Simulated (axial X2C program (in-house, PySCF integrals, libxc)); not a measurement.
**SbB⁺: EOM-EA-CCSD levels**

Wanted for SbB⁺: EOM-EA-CCSD levels, at the two-component level.

The runs use an in-house X2C program for linear molecules on PySCF integrals; two-component X2C with atomic mean-field terms, Sb dyall-acv3z, B dyall-av3z.

All values are calculated.

## Step 1: The job

The input, task.json:

```json
{"zs": [51, 5], "q": 1, "bas": ["dyall-acv3z", "dyall-av3z"], "r0": 2.25, "eom": "ea", "thr": -2.0, "nmax": 92, "grid": [1, 0.96, 1.045, 0.92, 1.09, 1.15]}
```

Keys: zs atomic numbers; q charge; bas basis sets; r0 starting distance in Å; eom kind of EOM run; thr threshold in hartree for freezing inner shells (an s shell follows its p shell); nmax most natural virtual spinors; grid distances as factors.

Run with:

```console
$ python soeom.py task.json out
```

Nuclei are Gaussian, cores are contracted, and the Gaunt term is on.

## Step 2: EOM-EA-CCSD at 2.181 Å

Reference: the closed shell SbB²⁺; 16 electrons correlated, 88 virtual spinors; roots sought by Ω: 1/2: 5, 3/2: 4, 5/2: 2, 7/2: 1.

Output:

```text
two-component X2C + atomic mean field  HF
basis functions 198  fitting functions 1027  grid points 5079
iter        total energy     max residual
   1      -6499.002129896     2.86e-01
   2      -6499.023630579     3.94e-03
   3      -6499.024431704     1.30e-03
   4      -6499.024577575     7.07e-04
   5      -6499.024629221     6.09e-04
   6      -6499.024676249     4.30e-04
   7      -6499.024709243     3.42e-04
   8      -6499.024725486     1.96e-04
   9      -6499.024730203     7.99e-05
  10      -6499.024731017     1.37e-05
  11      -6499.024731045     5.96e-06
  12      -6499.024731051     4.98e-06
  13      -6499.024731054     1.33e-06
  14      -6499.024731054     2.12e-07
converged
one-electron -9016.53806521  Coulomb 2631.98427306  exact exchange -172.56570474  xc functional 0.00000000  nuclear repulsion 61.87078807  atomic mean-field constant -3.77602223
correlated 16  virtual 302  natural virtual 88  E(MP2) -0.610748045  MP2 remainder -0.132114193
iter   CCSD correlation   residual
   1     -0.457027170   1.85e-01
   2     -0.475481075   1.02e-01
   3     -0.478422473   5.36e-02
   4     -0.478529488   2.68e-02
   5     -0.479282380   1.45e-02
   6     -0.479271841   7.77e-03
   7     -0.479298252   4.71e-03
   8     -0.479367194   3.68e-03
   9     -0.479321071   2.95e-03
  10     -0.479378617   1.97e-03
  11     -0.479376485   9.69e-04
  12     -0.479389894   5.27e-04
  13     -0.479395680   3.07e-04
  14     -0.479397730   1.77e-04
  15     -0.479399131   9.70e-05
  16     -0.479399828   5.30e-05
  17     -0.479399894   2.80e-05
  18     -0.479400228   1.63e-05
  19     -0.479400254   1.20e-05
  20     -0.479400484   9.60e-06
  21     -0.479400558   6.04e-06
  22     -0.479400597   3.61e-06
  23     -0.479400641   2.19e-06
  24     -0.479400645   1.15e-06
(T) -0.014235441  T1 0.0264  D1 0.0543  max T2 0.252
EOM-EA-CCSD roots
2*Omega      energy/Eh   energy/eV  one-particle weight
    1      -0.55358458    -15.0638      0.894
    1      -0.46847473    -12.7478      0.567
    1      -0.46210285    -12.5745      0.252
    1      -0.43666247    -11.8822      0.026
    1      -0.42346766    -11.5231      0.019
    3      -0.55589009    -15.1265      0.926
    3      -0.46460697    -12.6426      0.037
    3      -0.45083513    -12.2678      0.784
    3      -0.42542565    -11.5764      0.127
    5      -0.45115731    -12.2766      0.001
    5      -0.37730234    -10.2669      0.000
    7      -0.35415719     -9.6371      0.000
```

T1 in the output is the amplitude norm over the root of the electron number; divide by √2 for the Lee–Taylor value.

```
  Ω  binding energy (eV)  above lowest (cm⁻¹)                          spinor  weight
3/2               15.127                    0    56% Sb pπ, 34% B pπ, 6% B dπ    0.93
1/2               15.064                  510  38% B pσ, 18% Sb pπ, 18% Sb pσ    0.89
3/2               12.268                23060  47% B pπ, 28% Sb pπ, 11% Sb dπ    0.78
```

Wall time 28 s (1 thread of Arm Neoverse V2, shared host); peak memory 0.96 GiB.

## Step 3: EOM-EA-CCSD at 2.094 Å

```
  Ω  binding energy (eV)  above lowest (cm⁻¹)                          spinor  weight
3/2               15.330                    0             52% Sb pπ, 37% B pπ    0.93
1/2               15.239                  740  42% B pσ, 17% Sb pσ, 13% Sb pπ    0.89
3/2               12.291                24520  44% B pπ, 29% Sb pπ, 12% Sb dπ    0.76
```

Wall time 25 s (1 thread of Arm Neoverse V2, shared host); peak memory 1 GiB.

## Step 4: EOM-EA-CCSD at 2.279 Å

```
  Ω  binding energy (eV)  above lowest (cm⁻¹)                          spinor  weight
3/2               14.897                    0    59% Sb pπ, 30% B pπ, 6% B dπ    0.92
1/2               14.876                  160  34% B pσ, 24% Sb pπ, 19% Sb pσ    0.90
1/2               12.648                18140  60% B pπ, 18% Sb pπ, 10% Sb dπ    0.78
3/2               12.217                21610  50% B pπ, 28% Sb pπ, 10% Sb dπ    0.68
```

It took 27 s on 1 thread of Arm Neoverse V2, shared host; peak memory 1 GiB.

## Step 5: EOM-EA-CCSD at 2.006 Å

```
  Ω  binding energy (eV)  above lowest (cm⁻¹)                          spinor  weight
3/2               15.536                    0             49% Sb pπ, 40% B pπ    0.93
1/2               15.409                 1020   46% B pσ, 16% Sb pσ, 13% B sσ    0.89
3/2               12.322                25920  40% B pπ, 30% Sb pπ, 13% Sb dπ    0.63
```

It took 27 s on 1 thread of Arm Neoverse V2, shared host; peak memory 1 GiB.

## Step 6: EOM-EA-CCSD at 2.377 Å

```
  Ω  binding energy (eV)  above lowest (cm⁻¹)                          spinor  weight
1/2               14.701                    0  30% B pσ, 29% Sb pπ, 19% Sb pσ    0.91
3/2               14.667                  270             63% Sb pπ, 27% B pπ    0.92
1/2               12.541                17420  66% B pπ, 14% Sb pπ, 10% Sb dπ    0.85
```

It took 27 s on 1 thread of Arm Neoverse V2, shared host; peak memory 1 GiB.

## Step 7: EOM-EA-CCSD at 2.508 Å

```
  Ω  binding energy (eV)  above lowest (cm⁻¹)                          spinor  weight
1/2               14.479                    0  35% Sb pπ, 27% B pσ, 19% Sb pσ    0.92
3/2               14.367                  900             68% Sb pπ, 23% B pπ    0.91
1/2               12.394                16820   73% B pπ, 11% Sb pπ, 8% Sb dπ    0.87
3/2               12.142                18850   69% B pπ, 15% Sb pπ, 8% Sb dπ    0.72
```

Run time: 28 s. Hardware: 1 thread of Arm Neoverse V2, shared host; peak memory 1 GiB.

## Step 8: Curves of the states

Energies in eV from the lowest point of the lowest state; states are followed by energy order within each Ω.

```
R (Å)  (1)Ω=3/2  (1)Ω=1/2
2.006    0.2054    0.3323
2.094    0.0582    0.1498
2.181    0.0000    0.0627
2.279    0.0085    0.0288
2.377    0.0674    0.0338
2.508    0.1882    0.0766
```

Constants where the minimum is well bracketed (masses 120.904 and 11.009 u):

```
   state  Te (cm⁻¹)  Re (Å)  ωe (cm⁻¹)
(1)Ω=3/2          0   2.216        435
```

## Step 9: What came out

| quantity | value |
| --- | --- |
| lowest root at 2.181 Å | Ω = 3/2, 15.127 eV |
| next root led by one particle | Ω = 1/2, about 510 cm⁻¹ higher |
| T1 of the reference | 0.019 |
| lowest state, Re and ωe | 2.216 Å, 435 cm⁻¹ |

The added electron is bound by 15.13 eV in a spinor of 56% Sb pπ, 34% B pπ, 6% B dπ. Errors of 0.1 to 0.3 eV are usual at this size, and roots led by higher excitations are left out, so the list is incomplete, and low states of that kind can be missing. T1 or the largest double amplitude of the reference is raised, which lowers the reliability.
